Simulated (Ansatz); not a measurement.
**CCl₂InN: how energies converge with the basis set**

An exercise on one series of results from a longer session: the logs are not shown, and one member is left open.

Computed with Ansatz 0.2.0, Gaussian basis. Level: one geometry, several basis sets.

The runs, in order: PBE0-D4/def2-SVP; ωB97M-V/def2-SVP; PBE0-D4/def2-QZVPP; ωB97M-V/def2-QZVPP; the functionals' def2-TZVPP values are taken from earlier runs.

## The geometry

The geometry comes from an earlier relaxation with PBE0-D4 in a triple-zeta def2 set; it is a stationary point. In takes the def2 core potential; no spin-orbit term is included.

SMILES `N#[C][In]([Cl])[Cl]`, 5 atoms, charge 0, spin multiplicity 1.

Atoms are counted from 1 here; the program's logs count them from 0.

Bond lengths: N1–C2 1.152 Å, C2–In3 2.090 Å, In3–Cl4 2.288 Å, In3–Cl5 2.288 Å. Angles: N1–C2–In3 179.8°, C2–In3–Cl4 120.7°, C2–In3–Cl5 120.7°, Cl4–In3–Cl5 118.6°.

Set-up of the first run:

in.yaml

```yaml
crystal:
  periodic: [false, false, false]
  atoms:
    - {symbol: N, position_ang: [0.982005, -1.467544, 1.974236]}
    - {symbol: C, position_ang: [0.557916, -0.832137, 1.111348]}
    - {symbol: In, position_ang: [-0.210388, 0.315025, -0.457390]}
    - {symbol: Cl, position_ang: [-1.894662, -0.494016, -1.778652]}
    - {symbol: Cl, position_ang: [0.615029, 2.404871, -0.890942]}
basis:
  gaussian: {orbitals: def2-SVP}
hamiltonian: {xc: pbe0, dispersion: d4}
output: {orbitals: {seedname: orbitals}}
```

Steps of the session up to this table: PBE0-D4 in def2-SVP; ωB97M-V in def2-SVP; PBE0-D4 in def2-QZVPP; ωB97M-V in def2-QZVPP.

One table of the session follows, with a row left open; its other results are not shown here.

It belongs to the step «Functionals by basis». 

| functional | basis | HOMO (eV) | LUMO (eV) |
| --- | --- | --- | --- |
| PBE0-D4 | def2-SVP | ? | ? |
| PBE0-D4 | def2-TZVPP | -9.67 | -2.66 |
| PBE0-D4 | def2-QZVPP | -9.69 | -2.68 |
| ωB97M-V | def2-SVP | -11.72 | -0.76 |
| ωB97M-V | def2-TZVPP | -11.94 | -0.94 |
| ωB97M-V | def2-QZVPP | -11.97 | -0.97 |

Q: Estimate the row for PBE0-D4, def2-SVP from the others.

As computed: HOMO (eV): -9.51; LUMO (eV): -2.55. In the column «HOMO (eV)» it is the highest.
